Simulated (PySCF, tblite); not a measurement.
# C7H5F2 radical: geometry, infrared bands and EPR parameters

What infrared bands and EPR parameters should C7H5F2 radical (`[CH2]c1ccc(F)c(F)c1`) show?

Computed with tblite 0.8.0 and PySCF 2.14.0, with density-fitted response routines of our own, on a single molecule in the gas phase. Atoms are numbered from 0 throughout.

## Step 1: The molecule as given

14 atoms, charge 0, multiplicity 2; geometry from: force field or distance geometry start.

Bonds of the start (Å): C0–C1 1.47, C1–C2 1.40, C2–C3 1.41, C3–C4 1.39, C4–F5 1.34, C4–C6 1.39, C6–F7 1.34, C6–C8 1.40, C8–C1 1.39, C0–H9 1.07, C0–H10 1.08, C2–H11 1.08, C3–H12 1.09, C8–H13 1.09.

## Step 2: Geometry optimisation with GFN2-xTB

What the job is given:

```
{"job": {"kind": "relax", "xc": "GFN2-xTB", "basis": "xTB"}, "charge": 0, "multiplicity": 2}
C      2.380500     0.068700    -0.015500
C      0.913600     0.025000    -0.018500
C      0.261700    -1.174400    -0.325100
C     -1.145300    -1.216300    -0.332400
C     -1.873300    -0.086500     0.008100
F     -3.216100    -0.139000     0.001700
C     -1.216400     1.101500     0.314600
F     -1.914700     2.200100     0.635300
C      0.179100     1.156100     0.317200
H      2.944800    -0.810900    -0.261600
H      2.884400     0.989900     0.230700
H      0.810500    -2.070300    -0.582100
H     -1.671100    -2.141800    -0.560500
H      0.661600     2.097400     0.565900
```

The run is started by

```bash
OMP_NUM_THREADS=1 python probes_run.py task.json out
```

This one command runs all jobs of the session in turn.

Log:

```text
step      E/eV     max force
  0    -732.58837    3.571
  1    -732.76181    0.872
  2    -732.77977    0.359
  3    -732.78707    0.266
  4    -732.79056    0.122
  5    -732.79172    0.094
  6    -732.79257    0.073
  7    -732.79306    0.061
  8    -732.79364    0.056
  9    -732.79396    0.033
 10    -732.79407    0.017
 11    -732.79409    0.015
 12    -732.79410    0.012
 13    -732.79413    0.011
 14    -732.79414    0.008
```

It took 0.07 s on 1 thread of Arm Neoverse V2, shared host.

Along the way:

| step | energy from step 0 (eV) | largest force (eV/Å) |
| --- | --- | --- |
| 0 | 0.0000 | 3.5709 |
| 1 | -0.1734 | 0.8715 |
| 2 | -0.1914 | 0.3589 |
| 3 | -0.1987 | 0.2660 |
| 4 | -0.2022 | 0.1221 |
| 5 | -0.2034 | 0.0941 |
| 6 | -0.2042 | 0.0731 |
| 7 | -0.2047 | 0.0613 |
| 8 | -0.2053 | 0.0559 |
| 9 | -0.2056 | 0.0327 |
| 10 | -0.2057 | 0.0167 |
| 11 | -0.2057 | 0.0150 |
| 12 | -0.2057 | 0.0118 |
| 13 | -0.2058 | 0.0114 |
| 14 | -0.2058 | 0.0079 |

Distances of close pairs at the start and the end, largest changes first:

| bond | before (Å) | after (Å) | change (Å) |
| --- | --- | --- | --- |
| C0–C1 | 1.468 | 1.377 | -0.090 |
| C2–C3 | 1.408 | 1.370 | -0.038 |
| C1–C8 | 1.390 | 1.424 | +0.034 |
| C6–C8 | 1.397 | 1.369 | -0.028 |
| C1–C2 | 1.399 | 1.425 | +0.026 |
| C3–H12 | 1.089 | 1.079 | -0.010 |
| C8–H13 | 1.087 | 1.078 | -0.008 |
| C4–C6 | 1.392 | 1.398 | +0.006 |

The final coordinates are the input of the step that follows.

## Step 3: Vibrational analysis with GFN2-xTB

What the job is given:

```
{"job": {"kind": "ir", "xc": "GFN2-xTB", "basis": "xTB"}, "charge": 0, "multiplicity": 2}
C      2.327067     0.067267    -0.015750
C      0.950774     0.017962    -0.010678
C      0.245804    -1.178640    -0.330269
C     -1.123514    -1.224885    -0.323224
C     -1.856154    -0.086442     0.000260
F     -3.197678    -0.138198     0.004543
C     -1.193587     1.102684     0.318710
F     -1.910007     2.197404     0.631935
C      0.173730     1.165890     0.315624
H      2.912956    -0.799272    -0.260319
H      2.852024     0.972826     0.225933
H      0.814181    -2.060656    -0.580252
H     -1.658168    -2.130670    -0.563569
H      0.661893     2.094259     0.564889
```

Log:

```text
mode    cm-1     km/mol
  1     119.2      0.40
  2     203.3      0.58
  3     253.5      0.95
  4     307.8      0.74
  5     317.7      5.48
  6     400.3      0.21
  7     404.0      0.65
  8     485.8      6.53
  9     529.7      0.02
 10     546.4     13.36
 11     559.1      5.89
 12     643.1      0.80
 13     728.1      9.59
 14     766.5     22.33
 15     772.7     54.88
 16     813.4     51.94
 17     836.8      4.86
 18     904.7      2.83
 19     939.7      2.57
 20     977.4      6.97
 21    1100.8     58.13
 22    1167.2     33.12
 23    1203.5     25.14
 24    1238.7     56.73
 25    1328.3     11.57
 26    1349.8     99.53
 27    1407.2      3.08
 28    1444.0     93.75
 29    1486.1     37.56
 30    1517.8     83.86
 31    1566.0     10.84
 32    3099.1      4.47
 33    3110.3     11.68
 34    3114.9      2.65
 35    3126.9      2.14
 36    3165.3     18.28
```

Run time: 0.32 s. Hardware: 1 thread of Arm Neoverse V2, shared host.

The strongest bands and the atoms that carry them (share of the mass-weighted mode):

| cm⁻¹ | km/mol | atoms |
| --- | --- | --- |
| 773 | 54.9 | F5 28 %, C8 27 %, C3 12 % |
| 813 | 51.9 | H11 40 %, H12 15 %, C2 13 %, H13 11 % |
| 1101 | 58.1 | H11 19 %, C6 18 %, C4 16 % |
| 1239 | 56.7 | H11 30 %, H12 26 %, C4 24 % |
| 1350 | 99.5 | C1 21 %, H9 16 %, C4 13 %, H10 13 % |
| 1444 | 93.8 | C3 16 %, H10 14 %, C4 12 % |
| 1486 | 37.6 | C1 37 %, C0 22 % |
| 1518 | 83.9 | C4 27 %, C6 21 %, C8 18 %, C2 13 % |

## Step 4: EPR parameters: B3LYP/pcH-1

The job, as its differences from that of step 3:

```diff
@@ -1,2 +1,2 @@
-{"job": {"kind": "ir", "xc": "GFN2-xTB", "basis": "xTB"}, "charge": 0, "multiplicity": 2}
+{"job": {"kind": "epr", "basis": "pcH-1"}, "charge": 0, "multiplicity": 2}
 C      2.327067     0.067267    -0.015750
```

With the program's defaults for keys left out, this is: UKS B3LYP, pcH-1 on C F H, non-relativistic, mean-field spin-orbit, GIAO.

Log:

```text
UKS, coarse grid
  cycle   1  E = -469.30966254  |g| = 5.03e-01
  cycle   2  E = -469.14609449  |g| = 8.22e-01
  cycle   3  E = -469.39932860  |g| = 1.11e-01
  cycle   4  E = -469.40525952  |g| = 5.46e-02
  cycle   5  E = -469.40689467  |g| = 1.92e-02
  cycle   6  E = -469.40712397  |g| = 6.70e-03
  cycle   7  E = -469.40718516  |g| = 4.04e-03
  cycle   8  E = -469.40720119  |g| = 1.98e-03
  cycle   9  E = -469.40720686  |g| = 4.86e-04
UKS, final grid
  cycle   1  E = -469.40720750  |g| = 5.55e-04
  cycle   2  E = -469.40720741  |g| = 8.80e-04
  cycle   3  E = -469.40720781  |g| = 1.26e-04
  cycle   4  E = -469.40720785  |g| = 1.24e-04
  cycle   5  E = -469.40720787  |g| = 3.18e-05
  cycle   6  E = -469.40720787  |g| = 1.22e-05
E = -469.40720787 Eh   <S^2> = 0.7817 (exact 0.7500)
g shifts (ppm)      1          2          3
  rmc          -155       -155       -155
  gc              2         42         28
  oz_so         -24        796       1074
  total        -177        683        947
hyperfine (MHz)  atom isotope    a_iso     a_fc   dipolar eigenvalues
    0   13C      59.09      59.09    -57.38    -56.29    113.67
    1   13C     -41.94     -41.94    -21.39      8.51     12.88
    2   13C      24.85      24.85    -19.84    -19.61     39.45
    3   13C     -22.68     -22.68    -16.57      7.44      9.13
    4   13C      30.56      30.56    -25.07    -24.34     49.41
    5   19F      47.06      47.06    -87.23    -72.31    159.54
    6   13C     -25.87     -25.87    -17.37      8.19      9.18
    7   19F     -17.30     -17.30    -48.59     18.73     29.86
    8   13C      23.84      23.84    -19.22    -18.94     38.16
    9    1H     -45.16     -45.16    -26.55     -0.94     27.49
   10    1H     -45.19     -45.19    -26.57     -0.94     27.51
   11    1H     -16.90     -16.90     -6.70     -2.19      8.88
   12    1H       7.00       7.00     -2.47     -1.11      3.59
   13    1H     -16.29     -16.29     -6.55     -2.12      8.68
```

It took 63 s on 1 thread of Arm Neoverse V2, shared host; peak memory 1 GiB.

Principal g values 2.00214, 2.00300, 2.00327; g(iso) = 2.00280, against 2.00232 for a free electron.

Mean a(iso) over the nuclei that a row names, and the largest dipolar term of the row (other rows stand at the frozen geometry):

| nuclei | isotope | a(iso) (MHz) | a(iso) (G, at g = 2.0023) | largest dipolar term (MHz) |
| --- | --- | --- | --- | --- |
| C0 | 13C | 59.1 | 21.1 | 113.7 |
| F5 | 19F | 47.1 | 16.8 | 159.5 |
| H9, H10 | 1H | -45.2 | -16.1 | 27.5 |
| C1 | 13C | -41.9 | -15.0 | -21.4 |
| C4 | 13C | 30.6 | 10.9 | 49.4 |
| C6 | 13C | -25.9 | -9.2 | -17.4 |
| C2 | 13C | 24.9 | 8.9 | 39.4 |
| C8 | 13C | 23.8 | 8.5 | 38.2 |
| C3 | 13C | -22.7 | -8.1 | -16.6 |
| F7 | 19F | -17.3 | -6.2 | -48.6 |
| H11 | 1H | -16.9 | -6.0 | 8.9 |
| H13 | 1H | -16.3 | -5.8 | 8.7 |
| H12 | 1H | 7.0 | 2.5 | 3.6 |

Mulliken spin populations:

C0 0.75; C1 -0.20; C2 0.26; C3 -0.13; C4 0.27; F5 0.02; C6 -0.12; F7 -0.01; C8 0.24; H9 -0.03; H10 -0.03; H11 -0.01; H12 0.00; H13 -0.01

In first order the couplings over 0.8 MHz of 19F, 1H give 96 distinct lines over 69.5 G, if the averaged nuclei exchange fast; the same motion can average rows kept apart here too.

Orbitals, density, ELF and potential are computed afterwards from the orbital file.

ELF in a plane through or near 14 of the atoms.

Ten even steps from ' ' (0.00) to '@' (1.00):
```
                                                        
                                                        
                                                        
                    --##%%--    ::++++--..              
                    %%@@@@%%..  ++%%%%##==..            
          ::==::    %%@@@@@@==  --##--%%##--            
        ::%%@@@@--  ++@@@@%%++==--######**..            
        ++@@@@@@@@..  ==--##--@@::..==..    ..          
        --%%@@@@%%==--##%%--==##..++##::..****--        
          ::**====++##--==++::  ==**--==##**%%++..      
        ..==##**::**##====++..  ====++==##++%%++..      
        **@@@@@@%%--::##%%==++##==%%##::++%%##==        
        **@@@@@@##  ..++::##==%%##..++..  ====..        
        ..##@@##    ##@@@@##++++**@@@@##                
            ..    --@@@@@@##::..%%@@@@@@++              
                  --@@@@@@++    **@@@@@@++              
                    ++%%##..    ..##%%**..              
                                                        
                                                        
                                                        
```
The map spans 11.6 Å across and 9.8 Å up, centred on the molecule. Atoms in the plane (x, y in Å): C0 (-2.3, 0.1), C1 (-1.0, 0.0), C2 (-0.2, -1.2), C3 (1.1, -1.3), C4 (1.9, -0.1), F5 (3.2, -0.1), C6 (1.2, 1.2), F7 (1.9, 2.3), C8 (-0.2, 1.2), H9 (-2.9, -0.9), H10 (-2.9, 1.0), H11 (-0.8, -2.1), H12 (1.7, -2.2), H13 (-0.7, 2.2).

On the surface of density 0.002 e/bohr³ the electrostatic potential runs, from the 1st to the 99th percentile, from -0.81 V near F7 to 1.18 V near H13.

The spin density lies nearest to C0 31 %; C2, C4, C8 about 12 % each; C1 7 % (beta excess).

## Step 5: Outcome

| quantity | value |
| --- | --- |
| strongest single infrared mode (GFN2-xTB) | 1350 cm⁻¹, 100 km/mol |
| zero-point energy (GFN2-xTB) | 59.9 kcal/mol |
| g(iso) (B3LYP) | 2.00280 |
| ⟨S²⟩ | 0.782 (exact 0.75) |
| largest a(iso) (averaged by class) | 13C on C0, 59.1 MHz |
| potential on the surface of density 0.002 e/bohr³, 1st and 99th percentile | -0.81 V and 1.18 V |

The optimisation took 14 steps and gained 0.206 eV; among the close pairs (by a distance rule), C0–C1 changed most, from 1.468 to 1.377 Å. All 36 modes are real, so the xTB geometry is a minimum. The strongest single mode, at 1350 cm⁻¹, has its largest shares on C1, H9, C4 and H10 (the list is cut at 4 atoms). GFN2-xTB is a fitted tight-binding method: band positions and strengths are rough. Its intensities can rank the bands wrongly. C0 carries the largest spin population, 0.75 e. The isotropic g lies 0.5 ppt above the free-electron value. The conformer search found further structures of the same energy, which may be mirror or relabelled copies of this one.
